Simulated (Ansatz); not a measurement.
# CH2BSe (charge +1): two geometries relaxed

All numbers below are computed with Ansatz 0.2.0 (RKS PBE-D4/def2-SVP).

### 1 The system as given

Bond lengths: C1–B2 1.439 Å, B2–Se3 1.733 Å, C1–H4 1.086 Å, C1–H5 1.086 Å. Angles: C1–B2–Se3 179.5°, B2–C1–H4 124.3°, B2–C1–H5 123.9°, H4–C1–H5 111.8°.

Structure file:

```xyz
5

C    -0.2840    0.5314   -0.3123
B     0.3234   -0.5904    0.3538
Se    1.0447   -1.9503    1.1501
H    -0.0732    1.5705   -0.0778
H    -1.0109    0.4388   -1.1139
```

### 2 Relaxing end A

Input file input.yaml:

```yaml
crystal:
  periodic: [false, false, false]
  atoms:
    - { symbol: C, position_ang: [-0.28396, 0.53141, -0.31225] }
    - { symbol: B, position_ang: [0.32335, -0.59039, 0.35385] }
    - { symbol: Se, position_ang: [1.0447, -1.9503, 1.15005] }
    - { symbol: H, position_ang: [-0.07316, 1.5705, -0.07781] }
    - { symbol: H, position_ang: [-1.01092, 0.43877, -1.11385] }
total_charge: 1
basis:
  gaussian: { orbitals: def2-SVP }
hamiltonian:
  xc: pbe
  dispersion: d4
relax:
  f_tol: 0.02
  max_steps: 50
```

Command:

```console
$ ansatz run input.yaml --threads 1 --pin off --max-ram 2048MiB --backend cpu --events-out ev --progress --plain --runs-dir out
```

What time and memory should one allow on 1 thread of Arm Neoverse N1, shared host?

About 16 s, with a peak of 0.13 GiB.
